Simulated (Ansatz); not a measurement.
# CrRu: the cost of one run

Computed with the Python package of Ansatz 0.2.0. The levels of theory stand in the script.

**1. The structure**

Symmetry: P-6m2, No. 187, hexagonal system. The conventional cell has a = 2.664 Å, b = 2.664 Å, c = 4.218 Å, α = 90.00°, β = 90.00°, γ = 120.00°. Cr (site symmetry -6m2) is surrounded by 6 Ru at 2.61 Å and 6 Cr at 2.66 Å. Ru (site symmetry -6m2) is surrounded by 6 Cr at 2.61 Å and 6 Ru at 2.66 Å.

No structure file is read: the coordinates are typed or built in the script.

**2. The script**

File xc_crru.py:

```python
from dataclasses import dataclass
import logging
import sys

import ansatz as az
import pandas as pd

logging.basicConfig(stream=sys.stdout, format="%(levelname)s %(message)s")
log = logging.getLogger("calc")
log.setLevel(logging.INFO)


@dataclass(frozen=True)
class Options:
    ecut: int = 450
    kgrid: tuple[int, ...] = (14, 14, 8)
    occupations: str = "Fermi-Dirac"


settings = Options()


def main() -> None:
    structure = (
        az.Lattice.from_parameters(2.663748, 2.663748, 4.218014, alpha=90, beta=90, gamma=120)
        .space_group(187)
        .atom("Cr", [2 / 3, 1 / 3, 0.0])
        .atom("Ru", [1 / 3, 2 / 3, 0.5])
        .moments(Cr=3)
    )

    setup = (
        structure.calculation()
        .pseudopotentials("paw")
        .basis(settings.ecut)
        .kpoints(*settings.kgrid)
        .spin("collinear")
        .occupations(settings.occupations)
        .forces()
        .stress()
    )

    rows = []
    for value in ["pbesol", "lda", "blyp"]:
        summary = setup.functional(value).run(threads=1).report
        rows.append((value, summary["free_energy_ev"] / len(summary["lattice"]["sites"]), summary["n_iterations"], sum(summary["stress_gpa"][i][i] for i in range(3)) / 3, max(abs(f) for row in summary["forces_ev_ang"] for f in row), summary["magnetization_mub"], summary["n_kpoints"]))

    table = pd.DataFrame(rows, columns=["functional", "F/atom (eV)", "iterations", "P (GPa)", "max component (eV/A)", "moment (muB)", "k-points"])
    print(table.round(5).to_string(index=False))


if __name__ == "__main__":
    main()
```

**3. The calls as engine input**

The engine receives this input (first run):

```yaml
crystal:
  lattice:
    a: 2.663748
    b: 2.663748
    c: 4.218014
    alpha: 90.0
    beta: 90.0
    gamma: 120.0
  space_group: 187
  atoms:
    - { symbol: Cr, position: [0.6666666666666666, 0.3333333333333333, 0.0] }
    - { symbol: Ru, position: [0.3333333333333333, 0.6666666666666666, 0.5] }
basis:
  ecutwfc: 450.0
kpoints:
  mp_grid:
    grid: [14, 14, 8]
hamiltonian:
  xc: pbesol
  pseudopotentials:
    kind: paw
magnetization:
  spin_polarized: true
  per_species:
    Cr: 3.0
scf:
  occupations:
    method: fermi_dirac
output:
  forces: true
  stress: true
```

**4. Launch**

Launch:

```sh
> python xc_crru.py
```

**Question.** How long does this script take on 1 thread of Arm Neoverse V1, shared host, and how much memory does it need?

About 78 s, with a peak of 0.57 GiB.
